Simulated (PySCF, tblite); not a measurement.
# C₆H₉AlN₂: geometry, infrared bands and NMR shifts

Wanted: the infrared bands and NMR shifts of C₆H₉AlN₂ (`[H]/N=C\c1ccc[n+]([AlH3-])c1`), by calculation.

The runs use tblite 0.8.0 and PySCF 2.14.0, with density-fitted response routines of our own; the level of theory stands in each step. All values are computed, except where a source is named. Atoms are numbered from 0 throughout.

## Step 1: The starting structure

18 atoms, charge 0, multiplicity 1; geometry from: force field or distance geometry start.

Bonds of the start (Å): N0–C1 1.29, C1–C2 1.46, C2–C3 1.39, C3–C4 1.39, C4–C5 1.40, C5–N6 1.35, N6–Al7 1.92, N6–C8 1.35, C8–C2 1.38, N0–H9 1.02, C1–H10 1.07, C3–H11 1.08, C4–H12 1.10, C5–H13 1.10, Al7–H14 1.60, Al7–H15 1.61, Al7–H16 1.59, C8–H17 1.08.

## Step 2: Relaxing the molecule with GFN2-xTB

What the job is given:

```
{"job": {"kind": "relax", "xc": "GFN2-xTB", "basis": "xTB"}, "charge": 0, "multiplicity": 1}
N     -2.560400    -2.018100    -0.719900
C     -2.565800    -0.789000    -0.342600
C     -1.319200    -0.073200    -0.064100
C     -1.439200     1.252000     0.335800
C     -0.317500     2.016200     0.629500
C      0.931900     1.414200     0.466300
N      1.020100     0.131800     0.061300
Al     2.739800    -0.691100    -0.140000
C     -0.065700    -0.624700    -0.203200
H     -1.724000    -2.576200    -0.866100
H     -3.505700    -0.301400    -0.206600
H     -2.415400     1.701500     0.462400
H     -0.406300     3.058600     0.957900
H      1.833200     2.010900     0.681300
H      2.576300    -2.130300    -0.828500
H      3.409800    -0.911900     1.303700
H      3.738600     0.188600    -1.014600
H      0.061000    -1.651600    -0.524000
```

Started as:

```bash
> OMP_NUM_THREADS=1 python probes_run.py task.json out
```

The driver reads the jobs from task.json and runs them one after another.

**Question.** This job is followed by: GFN2-xTB harmonic vibrations, gas phase; GIAO PBE0/pcSseg-1 NMR shielding, non-relativistic, gas phase. Predict these results of the whole session: strongest single infrared mode (GFN2-xTB); zero-point energy (GFN2-xTB); 13C shifts against TMS (PBE0/pcSseg-1); 1H shifts against TMS (PBE0/pcSseg-1, means over atoms taken as alike); 15N shifts against NH3 (PBE0/pcSseg-1); 27Al shifts against AlH4- (PBE0/pcSseg-1); surface potential, 1st and 99th percentile.

The runs gave:

| quantity | value |
| --- | --- |
| strongest single infrared mode (GFN2-xTB) | 779 cm⁻¹, 629 km/mol |
| zero-point energy (GFN2-xTB) | 79.1 kcal/mol |
| 13C shifts against TMS (PBE0/pcSseg-1) | 167.2, 157.9, 148.4, 147.3, 133.8, 130.6 ppm |
| 1H shifts against TMS (PBE0/pcSseg-1, means over atoms taken as alike) | 12.61, 9.36, 9.31, 8.60, 8.04, 7.85, 4.60 ppm |
| 15N shifts against NH3 (PBE0/pcSseg-1) | 361.6, 286.8 ppm |
| 27Al shifts against AlH4- (PBE0/pcSseg-1) | 74.7 ppm |
| surface potential, 1st and 99th percentile | -1.43 V and 1.92 V |

Over 83 steps the energy fell by 0.696 eV; of the close pairs, N6–Al7 changed most, 1.917 to 1.994 Å. No mode is imaginary among the 48: a minimum at this level. The strongest single mode, at 779 cm⁻¹, is spread over several atoms, H16, H15, H14 among them. Unscaled tight-binding wavenumbers are off by several per cent, some by more. Its intensities can rank the bands wrongly. At PBE0/pcSseg-1: The widest tensor belongs to N0: span 711 ppm, with a paramagnetic part of -419 ppm. NICS(1)zz of -26 ppm above the planar ring from C2 marks a diatropic (aromatic) ring current. By nearest atom (PBE0/pcSseg-1), the HOMO sits on H15, H16 about 42 % each; Al7 9 % and the LUMO on C5 20 %; C2, C3 about 15 % each.
